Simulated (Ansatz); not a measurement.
**Isostructural MoRu, MoRh, MoPd: table of trends in Python**

A script is to give a table of trends; the system is isostructural MoRu, MoRh, MoPd.

Program: Ansatz 0.2.0 through its Python package. Level of theory: DFT LDA, plane waves, PAW. These are calculated values, not measurements.

**1. Starting point**

MoRu P-6m2: The structure is hexagonal, space group P-6m2 (No. 187). The conventional cell has a = 2.777 Å, b = 2.777 Å, c = 4.464 Å, α = 90.00°, β = 90.00°, γ = 120.00°. Mo (site symmetry -6m2) has 6 Ru at 2.75 Å and 6 Mo at 2.78 Å as nearest neighbours. Ru (site symmetry -6m2) is surrounded by 6 Mo at 2.75 Å and 6 Ru at 2.78 Å.

MoRh P-6m2: Symmetry: P-6m2, No. 187, hexagonal system. The conventional cell has a = 2.795 Å, b = 2.795 Å, c = 4.437 Å, α = 90.00°, β = 90.00°, γ = 120.00°. Around Mo (site symmetry -6m2) lie 6 Rh at 2.74 Å and 6 Mo at 2.80 Å. Rh (site symmetry -6m2) has 6 Mo at 2.74 Å and 6 Rh at 2.80 Å as nearest neighbours.

MoPd P-6m2: The structure is hexagonal, space group P-6m2 (No. 187). Conventional cell: a = 2.794 Å, b = 2.794 Å, c = 4.566 Å, α = 90.00°, β = 90.00°, γ = 120.00°. Mo (site symmetry -6m2) is surrounded by 6 Mo at 2.79 Å and 6 Pd at 2.80 Å. Around Pd (site symmetry -6m2) lie 6 Pd at 2.79 Å and 6 Mo at 2.80 Å.

moru_moru.xyz, read by the script:

```xyz
2
Lattice="2.7774148 0.0 0.0 -1.3887074 2.40531177 0.0 0.0 0.0 4.463707" Properties=species:S:1:pos:R:3 pbc="T T T"
Mo    1.38870741    0.80177058    0.00000000
Ru   -0.00000001    1.60354119    2.23185350
```

Input file moru_morh.extxyz:

```xyz
2
Lattice="2.79543276 0.0 0.0 -1.39771638 2.42091578 0.0 0.0 0.0 4.437367" Properties=species:S:1:pos:R:3 pbc="T T T"
Mo    0.00000000    0.00000000    2.21868350
Rh   -0.00000001    1.61394386    0.00000000
```

Input file moru_mopd.vasp:

```text
MoPd
1.0
   2.79389608    0.00000000    0.00000000
  -1.39694804    2.41958498    0.00000000
   0.00000000    0.00000000    4.56637100
Mo Pd
1 1
Direct
   0.66666667    0.33333333    0.50000000
   0.33333333    0.66666667    0.00000000
```

**2. Script**

Contents of run_trend.py:

```python
"""Trends along isostructural compounds in space group P-6m2, after relaxing cells and atoms."""

import warnings

import ansatz as az
from ase.io import read
import numpy as np
from tabulate import tabulate


def ground_state(name, crystal):
    calc = (
        crystal.calculation()
        .basis(34 * az.Ry)
        .functional("lda")
        .kpoints(spacing=0.3)
        .occupations("cold", width=0.1)
        .stress()
        .band_table()
    )
    calc = calc.relax(force_tolerance=0.01, max_steps=40, cell=True)
    return calc.run(threads=1, backend="cpu")


def volume_per_atom(outcome):
    return abs(np.linalg.det(outcome.lattice.cell_ang)) / len(outcome.lattice.sites)


def main() -> None:
    warnings.simplefilter("ignore", az.DeckWarning)

    phases = {}
    moru = az.Crystal.from_extxyz("moru_moru.xyz")
    phases["MoRu"] = moru
    morh = az.Crystal.from_extxyz("moru_morh.extxyz")
    phases["MoRh"] = morh
    atoms = read("moru_mopd.vasp", format="vasp")
    mopd = az.Crystal.from_ase(atoms)
    phases["MoPd"] = mopd

    done = {}
    for name, crystal in phases.items():
        try:
            done[name] = ground_state(name, crystal)
        except az.NonConvergedError as error:
            print(name, "did not converge:", str(error)[:120])

    rows = [(name, volume_per_atom(o)) for name, o in done.items()]
    print(tabulate(rows, headers=["compound", "V (A^3/atom)"], floatfmt=".4f", tablefmt="plain"))


if __name__ == "__main__":
    main()
```

**3. Launch**

Run with:

```bash
$ python run_trend.py
```

Standard output:

```text
compound      V (A^3/atom)
MoRu               14.0468
MoRh               14.0015
MoPd               14.4277
```

Run time: 52 s. Hardware: 1 thread of Arm Neoverse V1, shared host; peak memory 0.45 GiB.

Lines on the test bed's own set-up are left out of the output.

**4. What each run gave**

The 3 runs, in the order started:

| run | system | energy (eV/atom) | final volume (Å³/atom) | SCF cycles in all | CPU time (s) |
| --- | --- | --- | --- | --- | --- |
| 1 | MoRu (2 atoms) | -5300.5114 | 14.05 | 31 | 16 |
| 2 | MoRh (2 atoms) | -5560.8806 | 14.00 | 34 | 16 |
| 3 | MoPd (2 atoms) | -5843.7198 | 14.43 | 37 | 19 |

Energies are free energies F = E - TS of the smeared occupations. Totals carry meaning only in balanced differences at one level of theory.

**5. How the relaxation of run 1 went**

The steps of the relaxation:

| step | E - E(step 1) (eV/cell) | largest force component (eV/Å) | pressure (GPa) | volume (Å³) |
| --- | --- | --- | --- | --- |
| 1 | 0.0000 | 0.0000 | -16.61 | 29.82 |
| 2 | 0.1131 | 0.0000 | 31.80 | 25.84 |
| 3 | -0.0928 | 0.0000 | -2.56 | 28.33 |
| 4 | -0.0947 | 0.0000 | -0.06 | 28.10 |
| 5 | -0.0947 | 0.0000 | 0.00 | 28.09 |
| 6 | -0.0945 | 0.0000 | 0.00 | 28.09 |

Step 1 is the start. Step 6 repeats the geometry before it on a plane-wave basis chosen anew for that cell, so its energy need not be comparable with the rows above. Step 2 was tried and not accepted.

|  | before | after | change |
| --- | --- | --- | --- |
| a (Å) | 2.777 | 2.721 | -2.0 % |
| b (Å) | 2.777 | 2.721 | -2.0 % |
| c (Å) | 4.464 | 4.380 | -1.9 % |
| volume (Å³/atom) | 14.91 | 14.05 | -5.8 % |
| shortest distance (Å) | 2.748 | 2.695 | -1.9 % |
| space group (0.01 Å) | P-6m2 | P-6m2 | same |

Forces and stress were held to the start's 12 operations: a distortion of lower symmetry was not tested.

**6. How the relaxation of run 3 went**

Relaxation path:

| step | E - E(step 1) (eV/cell) | largest force component (eV/Å) | pressure (GPa) | volume (Å³) |
| --- | --- | --- | --- | --- |
| 1 | 0.0000 | 0.0000 | -15.39 | 30.87 |
| 2 | 0.0673 | 0.0000 | 26.28 | 26.61 |
| 3 | -0.1011 | 0.0000 | -2.59 | 29.14 |
| 4 | -0.1035 | 0.0000 | -0.06 | 28.86 |
| 5 | -0.1035 | 0.0000 | 0.00 | 28.86 |
| 6 | -0.1032 | 0.0000 | 0.00 | 28.86 |

Step 1 is the start. Step 6 repeats the geometry before it on a plane-wave basis chosen anew for that cell, so its energy need not be comparable with the rows above. Step 2 was tried and not accepted.

|  | before | after | change |
| --- | --- | --- | --- |
| a (Å) | 2.794 | 2.728 | -2.3 % |
| b (Å) | 2.794 | 2.728 | -2.3 % |
| c (Å) | 4.566 | 4.476 | -2.0 % |
| volume (Å³/atom) | 15.43 | 14.43 | -6.5 % |
| shortest distance (Å) | 2.794 | 2.728 | -2.3 % |
| space group (0.01 Å) | P-6m2 | P-6m2 | same |

Forces and stress were held to the start's 12 operations: a distortion of lower symmetry was not tested.

**7. Results**

| quantity | value |
| --- | --- |
| runs compared | 3 |
| MoRu (run 1): relaxed volume, space group | 14.05 Å³/atom, P-6m2 |
| MoRh (run 2): relaxed volume, space group | 14.00 Å³/atom, P-6m2 |
| MoPd (run 3): relaxed volume, space group | 14.43 Å³/atom, P-6m2 |

In words: By relaxed volume an atom the order is MoRh (run 2) < MoRu (run 1) < MoPd (run 3). In run 1, over 3 moves the cell shrank by 5.8 % in volume, and the space group stayed P-6m2. In run 3, the volume shrank by 6.5 % over 3 moves, and the space group stayed P-6m2. Reading the output:
- For the metals among these cells the mesh is coarse, so their volumes and pressures are rough.
- Some members of the series are computed structures and not known phases.
